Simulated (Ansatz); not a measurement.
This script makes relaxations under a series of pressures of YS, space group Fm-3m with Ansatz 0.2.0 through its Python package.

`compress_ys.py`:
```python
"""Volume and enthalpy of YS against pressure."""

import warnings

import ansatz as az
import numpy as np
import pandas as pd

config = {
    "xc": "lda",
    "kmesh": (8, 8, 8),
    "smearing": "Marzari-Vanderbilt",
    "smearing_width": 0.05,
}

def edges_and_angles(cell):
    cell = np.asarray(cell)
    a, b, c = np.linalg.norm(cell, axis=1)
    cosines = cell[1] @ cell[2] / (b * c), cell[0] @ cell[2] / (a * c), cell[0] @ cell[1] / (a * b)
    return (a, b, c, *np.degrees(np.arccos(cosines)))


def main() -> None:
    warnings.simplefilter("ignore", az.DeckWarning)

    crystal = (
        az.Lattice.from_parameters(3.880107, 3.880107, 3.880107, alpha=60.0, beta=60.0, gamma=60.0)
        .atom("Y", (0.5, 0.5, 0.5))
        .atom("S", (0.0, 0.0, 0.0))
    )

    model = (
        crystal.calculation()
        .functional(config["xc"])
        .basis(35 * az.Ry)
        .kpoints(*config["kmesh"], center="gamma")
        .occupations(config["smearing"], width=config["smearing_width"])
    )

    # H = F + PV, with 1 GPa A^3 = 1/160.21766 eV
    rows = []
    for pressure in [0, 5, 10, 20]:
        out = model.relax(cell=True, pressure=pressure).run(threads=1)
        cell = out.lattice.cell_ang
        n_atoms = len(out.lattice.sites)
        volume = abs(np.linalg.det(cell)) / n_atoms
        enthalpy = out.report["free_energy_ev"] / n_atoms + pressure * volume / 160.21766
        rows.append((pressure, volume, enthalpy, *edges_and_angles(cell)))
        print(f"{pressure} GPa done: {volume:.4f} A^3/atom")

    table = pd.DataFrame(rows, columns=["P_GPa", "V_A3_atom", "H_eV_atom", "a", "b", "c", "alpha", "beta", "gamma"])
    print(table.round(4).to_string(index=False))
    p, v = np.array([row[0] for row in rows], float), np.array([row[1] for row in rows])
    print("mean bulk modulus between rows (GPa):", np.round(-np.diff(p) / np.diff(np.log(v)), 1))


if __name__ == "__main__":
    main()
```

How far does the cell shrink over this series of pressures, and what bulk modulus does the first step imply?

The volume falls from 19.89 Å³ an atom at 0 GPa to 17.38 at 20 GPa, by 12.6 %. Between 0 and 5 GPa, -V dP/dV is about 121 GPa, a mean over that step.

The output:

```console
$ python compress_ys.py
0 GPa done: 19.8920 A^3/atom
5 GPa done: 19.0890 A^3/atom
10 GPa done: 18.4264 A^3/atom
20 GPa done: 17.3816 A^3/atom
 P_GPa  V_A3_atom  H_eV_atom      a      b      c  alpha  beta  gamma
     0    19.8920 -2309.7524 3.8318 3.8318 3.8318   60.0  60.0   60.0
     5    19.0890 -2309.1446 3.7796 3.7796 3.7796   60.0  60.0   60.0
    10    18.4264 -2308.5595 3.7353 3.7353 3.7353   60.0  60.0   60.0
    20    17.3816 -2307.4437 3.6633 3.6633 3.6633   60.0  60.0   60.0
mean bulk modulus between rows (GPa): [121.3 141.5 171.3]
```

Reading the output:
- Absolute energies stand on the zero of these potentials, so only differences at equal settings mean something.
- The run is spin-unpolarised.
- At a fixed pressure a relaxation lowers the enthalpy F + PV, while F alone can rise.
- The mesh is modest for a metal, so energies can be off by several to tens of meV an atom and pressures by half a GPa or more; differences at equal mesh fare better.
- Edges and angles are those of the cell as typed, here a primitive one, not of the conventional cell.
- The structure is a deposited one; some such entries were measured under pressure or heat, so a shift against it needn't be the functional's error alone.
- Symmetry holds the cell in this phase, whether or not it is the stable one at each pressure.
- Timing: 11 s on 1 thread of Intel(R) Xeon(R) 6975P-C (Granite Rapids), with other jobs on the host, peak memory 0.47 GiB.

(Lines on the test bed's own set-up are left out of the output.)
